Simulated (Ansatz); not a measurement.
# Ge2H2 (triplet): from a generated start to a stationary point

Where does this start of Ge2H2 (triplet) end when it is relaxed?

Program: Ansatz 0.2.0, Gaussian basis. Level of theory: UKS PBE0/def2-TZVP. These are calculated values, not measurements.

**1. Where the work starts**

4 atoms, charge 0, spin multiplicity 3.

Atoms are counted from 1 here; the program's logs count them from 0.

Bond lengths: Ge1–Ge2 2.395 Å, Ge1–H3 1.628 Å, Ge2–H4 1.628 Å. Angles: Ge2–Ge1–H3 94.6°, Ge1–Ge2–H4 94.6°.

Coordinates:

```xyz
4

Ge   -1.1523   -0.3249   -0.0020
Ge    1.1523    0.3249    0.0020
H    -1.7178    1.2016   -0.0022
H     1.7178   -1.2016    0.0022
```

The start was built by rule and, where that kept it together, relaxed with GFN2-xTB. Sticks and bond lists go by distance. No spin-orbit coupling is included. 

**2. Relaxation**

The input, in.yaml:

```yaml
crystal:
  periodic: [false, false, false]
  atoms:
    - {symbol: Ge, position_ang: [-1.152330, -0.324894, -0.002009]}
    - {symbol: Ge, position_ang: [1.152330, 0.324894, 0.002009]}
    - {symbol: H, position_ang: [-1.717752, 1.201587, -0.002211]}
    - {symbol: H, position_ang: [1.717752, -1.201587, 0.002211]}
basis:
  gaussian: {orbitals: def2-TZVP}
magnetization: {spin_polarized: true, initial_magnetization: 2}
hamiltonian: {xc: pbe0}
relax: {f_tol: 0.004, max_steps: 80}
```

Command:

```console
> ansatz run in.yaml --threads 1 --pin off --events-out ev --progress --plain --max-ram 1740MiB
```

**Question.** What will these runs give? Wanted: energy gained; shift from the start; total energy; dipole moment; ⟨S²⟩.

As calculated:

```
                  quantity            value
                     steps                5
             energy gained         0.122 eV
shift from the start (rms)          0.112 Å
              total energy  -113052.6727 eV
             dipole moment           0.00 D
                      ⟨S²⟩            2.009
```

The bonds of the start are those of the end. Ge1–H3 went from 1.628 to 1.581 Å. No vibrations were run, so this is a stationary point, not a proven minimum, and this spin need not be the ground state's.
